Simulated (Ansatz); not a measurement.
# Ge2Si: the cost of one run

Computed with Ansatz 0.2.0, Gaussian basis. Level: cc-pVDZ, core rule «outside noble gas», up to 33 orbitals frozen.

Plan: UHF; CCSD(T) on ROHF; BCCD(T) on ROHF; CISD; CCSDT(Q) on ROHF; CCSDT(Q) on UHF; CASSCF and MRCISD+Q, 12 electrons in 12 orbitals; CASSCF and MRCISD+Q(relaxed), 12 electrons in 12 orbitals; CASSCF and NEVPT2, 12 electrons in 12 orbitals.

9 further runs of the same task are left out: 5 that didn't finish, 4 set aside as unsound or not needed.

## 1. What is computed

The geometry is a PBE0/def2-TZVP stationary point (not a proven minimum) of the parent state, kept for this charge and spin. No spin-orbit coupling is included. The filled d shell of Ge may be among the frozen orbitals whatever the setting's name suggests; the logs give the count.

3 atoms, charge 0, spin multiplicity 3.

Atoms are counted from 1 here; the program's logs count them from 0.

Bond lengths: Ge1–Si2 2.236 Å, Si2–Ge3 2.236 Å. Angles: Ge1–Si2–Ge3 82.6°.

Coordinates:

```xyz
3
Ge2Si
Ge    0.00000   -0.27223    1.47580
Si    0.00000    1.40818    0.00000
Ge    0.00000   -0.27223   -1.47580
```

## 2. UHF

in.yaml

```yaml
crystal:
  periodic: [false, false, false]
  atoms:
    - {symbol: Ge, position_ang: [0.000000, -0.272229, 1.475800]}
    - {symbol: Si, position_ang: [0.000000, 1.408179, 0.000000]}
    - {symbol: Ge, position_ang: [0.000000, -0.272229, -1.475800]}
basis:
  gaussian: {orbitals: cc-pVDZ}
magnetization: {spin_polarized: true, initial_magnetization: 2}
hamiltonian: {xc: hf}
output: {orbitals: {seedname: orbitals}}
```

Launch:

```bash
$ ansatz run in.yaml --threads 1 --pin off --events-out ev --progress --plain --max-ram 4096MiB --backend cpu
```

What time and memory should one allow on 1 thread of AMD EPYC 7R13, shared host?

About 27 s, with a peak of 0.27 GiB.
